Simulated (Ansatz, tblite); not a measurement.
# SiBrH3 (SiH3Br): rung by rung

How do method and basis change the picture of SiBrH3 (SiH3Br) (singlet)?

Computed with Ansatz 0.2.0, Gaussian basis. Level: as each input shows.

Levels to be run: GFN1-xTB, GFN2-xTB, PBE-D4/def2-TZVP, r2SCAN-D4/def2-TZVP, B2PLYP/def2-TZVP, BLYP-D4/def2-TZVP, BHLYP-D4/def2-TZVP, HSE06-D4/def2-TZVP, ωB97M-V/def2-TZVP, CAM-B3LYP-D4/def2-TZVP, r2SCANh-D4/def2-TZVP, PBE+5HF/def2-TZVP, PBE+10HF/def2-TZVP, PBE+15HF/def2-TZVP, PBE+35HF/def2-TZVP, PBE+50HF/def2-TZVP, PBE-D4/def2-SVP, PBE0-D4/def2-SVP, HF/6-31G, B3LYP-D4/6-31G, CCSD(T)/def2-TZVPP, MP2/def2-TZVP, RPA/def2-TZVP.

## Step 1: The relaxed structure

The singlet was relaxed beforehand with PBE-D4/def2-TZVP.

5 atoms, charge 0, spin multiplicity 1.

Bond lengths: Si1–Br2 2.235 Å, Si1–H3 1.491 Å, Si1–H4 1.491 Å, Si1–H5 1.491 Å. Angles: Br2–Si1–H3 108.4°, Br2–Si1–H4 108.4°, Br2–Si1–H5 108.4°, H3–Si1–H4 110.6°, H3–Si1–H5 110.6°, H4–Si1–H5 110.6°.

PBE0-D4/def2-TZVP was run before; its log isn't repeated, and its numbers join the tables.

## Step 2: GFN1-xTB

Tight binding, by tblite at 300 K electronic temperature and without a spin-polarisation term:

```python
tblite.interface.Calculator('GFN1-xTB', numbers, positions, charge=0, uhf=0).singlepoint()
```

Energy -201.8256 eV, HOMO -12.35 eV, LUMO -5.91 eV; 0.002 s.

## Step 3: GFN2-xTB

Tight binding, by tblite at 300 K electronic temperature and without a spin-polarisation term:

```python
tblite.interface.Calculator('GFN2-xTB', numbers, positions, charge=0, uhf=0).singlepoint()
```

Energy -201.1159 eV, HOMO -11.60 eV, LUMO -6.02 eV; 0.002 s.

## Step 4: PBE-D4/def2-TZVP

start.molden holds the orbitals of an earlier run on this state, given as this run's starting guess.

Input file in.yaml:

```yaml
crystal:
  periodic: [false, false, false]
  atoms:
    - {symbol: Si, position_ang: [-0.001042, 0.001642, -0.165108]}
    - {symbol: Br, position_ang: [0.012928, -0.020689, 2.069699]}
    - {symbol: H, position_ang: [1.411317, 0.011305, -0.643704]}
    - {symbol: H, position_ang: [-0.715816, 1.229498, -0.618188]}
    - {symbol: H, position_ang: [-0.707386, -1.221766, -0.642708]}
basis:
  gaussian: {orbitals: def2-TZVP, initial_orbitals: start.molden}
hamiltonian: {xc: pbe, dispersion: d4}
scf: {omitted_lower_state_checks: [starts]}
output: {orbitals: {seedname: orbitals}}
```

Launch:

```console
$ ansatz run in.yaml --threads 4 --pin off --events-out ev --progress --plain --max-ram 3916MiB
```

Further steps of the session: r2SCAN-D4/def2-TZVP; B2PLYP/def2-TZVP; BLYP-D4/def2-TZVP; BHLYP-D4/def2-TZVP; HSE06-D4/def2-TZVP; ωB97M-V/def2-TZVP; CAM-B3LYP-D4/def2-TZVP; r2SCANh-D4/def2-TZVP; PBE+5HF/def2-TZVP; PBE+10HF/def2-TZVP; PBE+15HF/def2-TZVP; PBE+35HF/def2-TZVP; PBE+50HF/def2-TZVP; PBE-D4/def2-SVP; PBE0-D4/def2-SVP; HF/6-31G; B3LYP-D4/6-31G; CCSD(T)/def2-TZVPP; MP2/def2-TZVP; RPA/def2-TZVP.

**Question.** What will the summary of the whole plan be? Wanted: gap in def2-TZVP, named functionals, smallest and largest; gap over the share of exact exchange; correlation energy, CCSD(T)/def2-TZVPP; correlation energy, MP2/def2-TZVP; binding an atom, CCSD(T)/def2-TZVPP; PBE0 total energy, smallest basis above largest.

The runs gave:

| quantity | value |
| --- | --- |
| gap in def2-TZVP, named functionals, smallest and largest | 5.85 eV (BLYP-D4), 12.06 eV (ωB97M-V) |
| gap over the share of exact exchange | 5.89 eV at 0, 10.21 eV at 0.5 |
| correlation energy, CCSD(T)/def2-TZVPP | -12.15 eV |
| correlation energy, MP2/def2-TZVP | -10.76 eV |
| binding an atom, CCSD(T)/def2-TZVPP | 2.759 eV |
| PBE0 total energy, smallest basis above largest | 11.35 eV (def2-SVP, def2-TZVP) |

In words: Orbital gaps of the named functionals in def2-TZVP span 5.85 eV (BLYP-D4) to 12.06 eV (ωB97M-V); exact exchange widens it. Raising the share of exact exchange from 0 to 0.5 moves the HOMO by -2.57 eV and the LUMO by +1.76 eV. A small miss in a minimal or small basis is a cancelling of errors, not accuracy. The functionals in def2-TZVP miss CCSD(T)/def2-TZVPP by +0.002 (BLYP-D4) to +0.058 eV (r2SCAN-D4) an atom. The reference is CCSD(T) in one finite basis, so it carries an error of its own, often a tenth of an eV or more, and near misses can't be ranked.
